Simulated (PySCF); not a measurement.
# C5H10B2Ge: magnetic properties

Aim: compute the magnetic properties of C5H10B2Ge (`C#C[BH][GeH2][BH]C1CC1`).

Computed with PySCF 2.14.0 and routines of our own; the level stands in each step. Atoms count from 0.

## 1. The system as given

18 atoms, charge 0, multiplicity 1; geometry from: GFN2-xTB.

## 2. Magnetic properties: GIAO HF/pcSseg-1

The job: settings as JSON, then the geometry in Å.

```
{"job": {"kind": "mag", "xc": "HF", "basis": "pcSseg-1", "isotopologues": 2}, "charge": 0, "multiplicity": 1}
C      2.809784     1.941960     0.194559
C      2.669677     0.807713    -0.199113
B      2.453270    -0.595033    -0.656712
Ge     0.793672    -1.577542    -0.071365
B     -0.753444    -1.194239    -1.301189
C     -1.742927    -0.054897    -1.030948
C     -1.293378     1.164519    -0.235099
C     -2.239602     0.217137     0.384293
H      2.944939     2.931277     0.527144
H      3.215489    -1.067005    -1.410287
H      1.068011    -3.057661     0.024231
H      0.484686    -1.263677     1.373122
H     -0.852545    -1.798247    -2.301400
H     -2.484179     0.173462    -1.792590
H     -0.272003     1.178404     0.119916
H     -1.655607     2.127725    -0.563006
H     -3.274979     0.504306     0.492854
H     -1.879624    -0.431886     1.169175
```

Method: GIAO HF/pcSseg-1 magnetisability, rotational g tensor and spin-rotation constants, non-relativistic, gas phase.

On the command line:

```console
> OMP_NUM_THREADS=1 python excited_run.py task.json out
```

One launch serves the whole session: the jobs run in the order shown.

Output:

```text
final grid: 145216 points
cycle   1  E = -2319.3666904690  dE =  1.048e+00  |g| = 6.203e-01  |ddm| = 3.754e+00
cycle   2  E = -2319.4659668438  dE = -9.928e-02  |g| = 2.790e-01  |ddm| = 8.150e-01
cycle   3  E = -2319.4774296699  dE = -1.146e-02  |g| = 9.065e-02  |ddm| = 2.668e-01
cycle   4  E = -2319.4798327797  dE = -2.403e-03  |g| = 1.641e-02  |ddm| = 1.459e-01
cycle   5  E = -2319.4799766811  dE = -1.439e-04  |g| = 7.510e-03  |ddm| = 3.048e-02
cycle   6  E = -2319.4800094901  dE = -3.281e-05  |g| = 3.282e-03  |ddm| = 9.653e-03
cycle   7  E = -2319.4800200305  dE = -1.054e-05  |g| = 1.315e-03  |ddm| = 6.948e-03
cycle   8  E = -2319.4800224861  dE = -2.456e-06  |g| = 6.608e-04  |ddm| = 3.242e-03
cycle   9  E = -2319.4800232695  dE = -7.834e-07  |g| = 3.269e-04  |ddm| = 1.849e-03
cycle  10  E = -2319.4800234628  dE = -1.934e-07  |g| = 1.025e-04  |ddm| = 1.081e-03
cycle  11  E = -2319.4800234805  dE = -1.763e-08  |g| = 3.208e-05  |ddm| = 3.579e-04
cycle  12  E = -2319.4800234816  dE = -1.115e-09  |g| = 1.193e-05  |ddm| = 9.063e-05
cycle  13  E = -2319.4800234817  dE = -1.519e-10  |g| = 5.739e-06  |ddm| = 2.842e-05
converged SCF energy = -2319.4800234817

Magnetisability tensor (1e-30 J/T^2)
    -1602.82      -30.01      -98.94
      -30.01    -1411.39      272.21
      -98.94      272.21    -1518.12
isotropic -1510.78   principal values   -1764.26  -1598.04  -1170.03
isotropic susceptibility -90.981 1e-6 cm^3/mol

Inertial axes            a          b          c
rot. const./GHz      1.6826     1.0759     0.7383
chi total           -97.308    -82.970    -92.666
chi diamagnetic    -818.606  -1222.303  -1692.601
chi paramagnetic    721.298   1139.334   1599.935
quadrupole/D A        0.687      4.671     -5.358
g nuclear            0.5601     0.5610     0.5502
g electronic        -0.5702    -0.5759    -0.5550
g total             -0.0100    -0.0149    -0.0048

Spin-rotation constants (kHz, H = +C I.J)
atom  isotope        aa         bb         cc
  2    11B        0.479      0.570      0.183
  4    11B        0.578      0.399      0.290
  8     1H       -0.186      0.104     -0.073
  9     1H       -0.044     -0.032     -0.004
 10     1H       -0.149      0.030     -0.078
 11     1H       -0.155     -0.112      0.017
 12     1H       -0.136     -0.024      0.043
 13     1H       -0.078     -0.110     -0.042
 14     1H       -0.013     -0.096     -0.077
 15     1H       -0.170     -0.006     -0.075
 16     1H       -0.011     -0.106     -0.076
 17     1H       -0.169     -0.079     -0.025
  0    13C*       0.591      0.439      0.265
  1    13C*       0.634     -0.086      0.265
  3   73Ge*      -0.348     -0.224     -0.156
  5    13C*       0.125      0.118      0.136
  6    13C*       0.175      0.149      0.077
* in the singly substituted isotopologue

Isotopologues: g along a, b, c
2H    at 8,9,10,11,12,1    -0.0087    -0.0134    -0.0042
13C   at 0                 -0.0100    -0.0146    -0.0047
```

Run time: 65 s. Hardware: 1 thread of Arm Neoverse N1, shared host; peak memory 0.95 GiB.

In short:

| quantity | value |
| --- | --- |
| magnetisability | -1511·10⁻³⁰ J/T² |
| molar susceptibility | -91.0·10⁻⁶ cm³/mol |
| rotational g (a, b, c) | -0.0100, -0.0149, -0.0048 |

The fields below are evaluated on a grid from the run's orbitals.

Frontier orbitals at HF/pcSseg-1, with the share of their density that lies nearest to each atom:

| orbital | energy (eV) | lies on |
| --- | --- | --- |
| HOMO | -9.97 | C0 21 %; B2 17 %; Ge3 16 % |
| LUMO | 0.86 | B2 39 %; C0 13 %; B4 12 % |

ELF in a plane through or near 6 of the atoms.

Ten even steps from '0' (0.00) to '9' (1.00):
```
0000000000000000000000000000
0000000000000000000000000000
0000000000000000000000000000
0000179830000000000000000000
0000799981000000122000000000
0001699973200000487200000000
0012562156401775587200000000
0014675588404999225215630000
0014676436303999236347850000
0001456476100012357754310000
0000037855532211357851000000
0000033047932687576531000000
0000588669523389323210000000
0000476434311478300000000000
0000010001354322100000000000
0000000002787310000000000000
0000000002676200000000000000
0000000000010000000000000000
0000000000000000000000000000
0000000000000000000000000000
```
The map spans 11.6 Å across and 11.1 Å up, centred on the molecule. Atoms in the plane (x, y in Å): C0 (-2.9, 1.8), C1 (-2.7, 0.7), B2 (-2.4, -0.8), C6 (1.2, 1.2), H8 (-3.1, 2.9), H14 (0.2, 1.3).

On the surface of density 0.002 e/bohr³ the electrostatic potential runs, from the 1st to the 99th percentile, from -0.65 V near C1 to 1.76 V near H8.

## 3. Magnetic properties: GIAO OPBE/STO-3G

The job, as its differences from that of step 2:

```diff
@@ -1,2 +1,2 @@
-{"job": {"kind": "mag", "xc": "HF", "basis": "pcSseg-1", "isotopologues": 2}, "charge": 0, "multiplicity": 1}
+{"job": {"kind": "mag", "xc": "OPBE", "basis": "STO-3G"}, "charge": 0, "multiplicity": 1}
 C      2.809784     1.941960     0.194559
```

Method: GIAO OPBE/STO-3G magnetisability, rotational g tensor and spin-rotation constants, non-relativistic, gas phase.

Output:

```text
coarse grid: 68400 points
cycle   1  E = -2296.7440727784  dE = -1.436e+00  |g| = 6.436e-01  |ddm| = 5.519e+00
cycle   2  E = -2251.1998203664  dE =  4.554e+01  |g| = 1.657e+01  |ddm| = 7.964e+00
cycle   3  E = -2289.1351338675  dE = -3.794e+01  |g| = 5.724e+00  |ddm| = 6.680e+00
cycle   4  E = -2296.5704022099  dE = -7.435e+00  |g| = 1.034e+00  |ddm| = 3.361e+00
cycle   5  E = -2296.8737182144  dE = -3.033e-01  |g| = 4.262e-01  |ddm| = 1.320e+00
cycle   6  E = -2296.9298176586  dE = -5.610e-02  |g| = 4.057e-02  |ddm| = 5.155e-01
cycle   7  E = -2296.9298380218  dE = -2.036e-05  |g| = 4.158e-02  |ddm| = 1.339e-01
cycle   8  E = -2296.9305487058  dE = -7.107e-04  |g| = 3.908e-03  |ddm| = 6.627e-02
cycle   9  E = -2296.9305547309  dE = -6.025e-06  |g| = 1.088e-03  |ddm| = 7.400e-03
final grid: 145216 points
cycle  10  E = -2296.9304116579  dE =  1.191e-06  |g| = 2.126e-03  |ddm| = 4.765e-03
cycle  11  E = -2296.9304028827  dE =  8.775e-06  |g| = 5.415e-03  |ddm| = 1.062e-02
cycle  12  E = -2296.9304130502  dE = -1.017e-05  |g| = 9.088e-04  |ddm| = 7.690e-03
cycle  13  E = -2296.9304132796  dE = -2.294e-07  |g| = 2.865e-04  |ddm| = 1.221e-03
cycle  14  E = -2296.9304133090  dE = -2.946e-08  |g| = 2.284e-05  |ddm| = 4.133e-04
cycle  15  E = -2296.9304133092  dE = -1.833e-10  |g| = 3.377e-06  |ddm| = 3.603e-05
converged SCF energy = -2296.9304133092

Magnetisability tensor (1e-30 J/T^2)
    -1492.92      -48.34      -83.46
      -48.34    -1325.59      251.98
      -83.46      251.98    -1437.44
isotropic -1418.65   principal values   -1648.30  -1505.09  -1102.56
isotropic susceptibility -85.433 1e-6 cm^3/mol

Inertial axes            a          b          c
rot. const./GHz      1.6826     1.0759     0.7383
chi total           -90.712    -77.812    -87.775
chi diamagnetic    -806.638  -1210.915  -1682.290
chi paramagnetic    715.926   1133.102   1594.515
quadrupole/D A       -0.579      4.389     -3.810
g nuclear            0.5601     0.5610     0.5502
g electronic        -0.5659    -0.5727    -0.5531
g total             -0.0058    -0.0117    -0.0029

Spin-rotation constants (kHz, H = +C I.J)
atom  isotope        aa         bb         cc
  2    11B        0.417      0.495      0.155
  4    11B        0.520      0.360      0.259
  8     1H       -0.182      0.074     -0.073
  9     1H       -0.047     -0.028     -0.006
 10     1H       -0.149      0.038     -0.082
 11     1H       -0.152     -0.112      0.018
 12     1H       -0.134     -0.026      0.038
 13     1H       -0.071     -0.110     -0.038
 14     1H        0.004     -0.112     -0.077
 15     1H       -0.175     -0.007     -0.074
 16     1H       -0.003     -0.106     -0.081
 17     1H       -0.174     -0.077     -0.026
  0    13C*       0.347      0.298      0.157
  1    13C*       0.386      0.038      0.161
  3   73Ge*      -0.229     -0.239     -0.163
  5    13C*       0.062      0.073      0.084
  6    13C*       0.124      0.103      0.043
* in the singly substituted isotopologue
```

Run time: 29 s. Hardware: 1 thread of Arm Neoverse N1, shared host; peak memory 0.52 GiB.

In short:

| quantity | value |
| --- | --- |
| magnetisability | -1419·10⁻³⁰ J/T² |
| molar susceptibility | -85.4·10⁻⁶ cm³/mol |
| rotational g (a, b, c) | -0.0058, -0.0117, -0.0029 |

## 4. Magnetic properties side by side

| level | ξ (10⁻³⁰ J/T²) | g(a) | g(b) | gap (eV) | functions | time |
| --- | --- | --- | --- | --- | --- | --- |
| GIAO HF/pcSseg-1 | -1511 | -0.0100 | -0.0149 | 10.82 | 210 | 65 s |
| GIAO OPBE/STO-3G | -1419 | -0.0058 | -0.0117 | 3.39 | 63 | 29 s |

## 5. Results

| quantity | value |
| --- | --- |
| magnetisability (step 2, GIAO HF/pcSseg-1) | -1511·10⁻³⁰ J/T² |
| molar susceptibility (step 2, GIAO HF/pcSseg-1) | -91.0·10⁻⁶ cm³/mol |
| rotational g (a, b, c) (step 2, GIAO HF/pcSseg-1) | -0.0100, -0.0149, -0.0048 |
| surface potential, 1st and 99th percentile | -0.65 V and 1.76 V |
| magnetisability over the levels | -1511 to -1419·10⁻³⁰ J/T² |

What this shows: Steps that list no spin-orbit terms leave them out, which matters at and beside the heavy atoms. GIAO OPBE/STO-3G has a minimal basis, so it is left out of the spread where two other levels stand. The magnetisability spreads by 6.3 % over 2 levels, from GIAO HF/pcSseg-1 (65 s) to GIAO OPBE/STO-3G (29 s); the runs took 29 s to 65 s. Two levels can agree by chance, so this spread shows no convergence. Vibrational averaging and real surroundings are missing from these values.
